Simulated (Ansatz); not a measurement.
This script makes an equation of state with a fit of Hf, space group Fm-3m with the Ansatz DFT code, driven from Python.

Script `run_eos.py`:
```python
"""Bulk modulus of Hf from an E(V) curve."""

import warnings

import ansatz as az
import numpy as np
from pymatgen.analysis.eos import EOS

VECTORS = np.array([
    [0.0, 2.22, 2.22],
    [2.22, 0.0, 2.22],
    [2.22, 2.22, 0.0],
])
SITES = [
    ("Hf", (0.0, 0.0, 0.0)),
]


def make_crystal(cell):
    crystal = az.Crystal(lattice=az.Lattice.of(cell))
    for symbol, position in SITES:
        crystal = crystal.atom(symbol, position)
    return crystal

warnings.simplefilter("ignore", az.DeckWarning)

# uniform scaling of the cell
volumes, energies = [], []
for scale in np.linspace(0.95, 1.07, 5):
    cell = VECTORS * scale ** (1 / 3)
    calc = make_crystal(cell).calculation()
    calc = calc.functional("r2scan").pseudopotentials("paw")
    calc = calc.occupations("cold")
    calc = calc.basis(600)
    calc = calc.kpoints(11, 11, 11)
    r = calc.run(threads=1).report
    volumes.append(abs(np.linalg.det(cell)) / len(SITES))
    energies.append(r["free_energy_ev"] / len(SITES))
    print(f"V = {volumes[-1]:8.4f} A^3/atom  F = {energies[-1]:.5f} eV/atom")

for form in ["birch_murnaghan", "pourier_tarantola", "murnaghan"]:
    fit = EOS(eos_name=form).fit(volumes, energies)
    print(f"{form:18s} V0 {fit.v0:8.4f} A^3/atom  B0 {fit.b0_GPa:7.1f} GPa  B1 {fit.b1:5.2f}")
```

From its runs, with one value withheld:

| V (Å³/atom) | F less the lowest row shown (meV/atom) |
| --- | --- |
| 20.788 | 38.98 |
| 21.444 | 12.50 |
| 22.101 | 0.00 |
| 22.757 | ? |
| 23.414 | 11.53 |

What is the missing energy at 22.757 Å³ an atom?

A third-order Birch-Murnaghan fit, E = E0 + (9 V0 B0 / 16) [(t - 1)³ B' + (t - 1)² (6 - 4t)] with t = (V0/V)^(2/3), through the 4 rows shown gives V0 = 22.421 Å³, B0 = 99.6 GPa, B' = 2.61 and E0 = -1.44 meV. At V = 22.757 Å³, t = 0.99011, and the fit interpolates to 0.10 meV. The run gave 0.10 meV, a miss of 0.00 meV.

What to keep in mind:
- The mesh is modest for a metal, so energies can be off by several to tens of meV an atom and pressures by half a GPa or more; differences at equal mesh fare better.
- Spin-orbit coupling, which matters for elements this heavy, is left out.
- This isn't the structure that Hf takes at ambient conditions.
- Finished in 31 s on 1 thread of Arm Neoverse N1 (shared host), peak memory 0.51 GiB.
